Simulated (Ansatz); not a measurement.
**C3H7NSi: up Jacob's ladder to CCSD(T)**

One table from this session's results is given with a row withheld; the runs are named, their logs left out.

The runs use Ansatz 0.2.0, Gaussian basis; functionals in def2-TZVPP, the program's frozen cores in correlated methods.

Levels to be run: PBE-D4, r2SCAN-D4, PBE0-D4, B3LYP-D4, ωB97X-V, ωB97M-V, B2PLYP; CCSD(T)/def2-TZVPP; MP2/def2-QZVPP; extrapolation to the limit.

## The relaxed structure

The geometry comes from an earlier relaxation with PBE0-D4 in a triple-zeta def2 set; it is a stationary point, not always the lowest conformer.

SMILES `C=C[SiH2]C=N`, 12 atoms, charge 0, spin multiplicity 1.

Atoms are counted from 1 here; the program's logs count them from 0.

Bond lengths: C1–C2 1.330 Å, C1–H6 1.087 Å, C1–H7 1.087 Å, C2–Si3 1.852 Å, C2–H8 1.088 Å, Si3–C4 1.892 Å, Si3–H9 1.491 Å, Si3–H10 1.489 Å, C4–N5 1.270 Å, C4–H11 1.102 Å, N5–H12 1.023 Å. Angles: C2–C1–H6 121.8°, C2–C1–H7 122.1°, H6–C1–H7 116.0°, C1–C2–Si3 122.7°, C1–C2–H8 118.7°, Si3–C2–H8 118.6°, C2–Si3–C4 111.0°, C2–Si3–H9 112.2°, C2–Si3–H10 110.0°, C4–Si3–H9 106.5°, C4–Si3–H10 109.2°, H9–Si3–H10 107.8°, Si3–C4–N5 119.4°, Si3–C4–H11 118.7°, N5–C4–H11 121.9°, C4–N5–H12 111.6°.

Geometry (Å):

```
atom    x (Å)    y (Å)    z (Å)
  C1   0.1068   0.7774   2.1791
  C2  -0.5024   0.5522   1.0187
 Si3   0.3858   0.6067  -0.6054
  C4   0.0872  -0.9784  -1.5933
  N5  -0.7557  -1.8285  -1.1691
  H6   1.1677   1.0060   2.2348
  H7  -0.4233   0.7400   3.1268
  H8  -1.5640   0.3148   1.0232
  H9  -0.0793   1.7343  -1.4636
 H10   1.8484   0.7771  -0.3817
 H11   0.6405  -1.1279  -2.5348
 H12  -0.8346  -2.6289  -1.8007
```

Set-up of the first run:

in.yaml reads:

```yaml
crystal:
  periodic: [false, false, false]
  atoms:
    - {symbol: C, position_ang: [0.106792, 0.777361, 2.179057]}
    - {symbol: C, position_ang: [-0.502449, 0.552178, 1.018719]}
    - {symbol: Si, position_ang: [0.385773, 0.606742, -0.605440]}
    - {symbol: C, position_ang: [0.087155, -0.978419, -1.593304]}
    - {symbol: N, position_ang: [-0.755692, -1.828500, -1.169059]}
    - {symbol: H, position_ang: [1.167660, 1.006021, 2.234820]}
    - {symbol: H, position_ang: [-0.423257, 0.739990, 3.126826]}
    - {symbol: H, position_ang: [-1.564020, 0.314811, 1.023206]}
    - {symbol: H, position_ang: [-0.079331, 1.734290, -1.463605]}
    - {symbol: H, position_ang: [1.848438, 0.777109, -0.381695]}
    - {symbol: H, position_ang: [0.640452, -1.127867, -2.534788]}
    - {symbol: H, position_ang: [-0.834623, -2.628916, -1.800738]}
basis:
  gaussian: {orbitals: def2-TZVPP}
hamiltonian: {xc: pbe, dispersion: d4}
output: {forces: true, orbitals: {seedname: orbitals}}
```

Launch:

```sh
$ ansatz run in.yaml --threads 4 --pin off --events-out ev --progress --plain --max-ram 10444MiB
```

Steps of the session up to this table: PBE-D4 (GGA); r2SCAN-D4 (meta-GGA); PBE0-D4 (hybrid); B3LYP-D4 (hybrid); ωB97X-V (range-separated); ωB97M-V (range-separated); B2PLYP (double hybrid); CCSD(T) in def2-TZVPP; MP2 in def2-QZVPP.

One table of the session follows, with a row left open; its other results are not shown here.

```
            method  atomisation energy (eV)
            PBE-D4                   48.593
         r2SCAN-D4                   47.492
           PBE0-D4                   47.675
          B3LYP-D4                   47.717
           ωB97X-V                   47.659
           ωB97M-V                   47.692
            B2PLYP                   47.112
     HF/def2-TZVPP                   34.367
    MP2/def2-TZVPP                   46.759
   CCSD/def2-TZVPP                   45.479
CCSD(T)/def2-TZVPP                        ?
           MP2/CBS                   48.012
       CCSD(T)/CBS                   47.487
```

Q: Estimate the row for CCSD(T)/def2-TZVPP from the others.

The run gave: atomisation energy (eV): 46.235. In the column «atomisation energy (eV)» it lies between CCSD/def2-TZVPP (45.479) and MP2/def2-TZVPP (46.759).
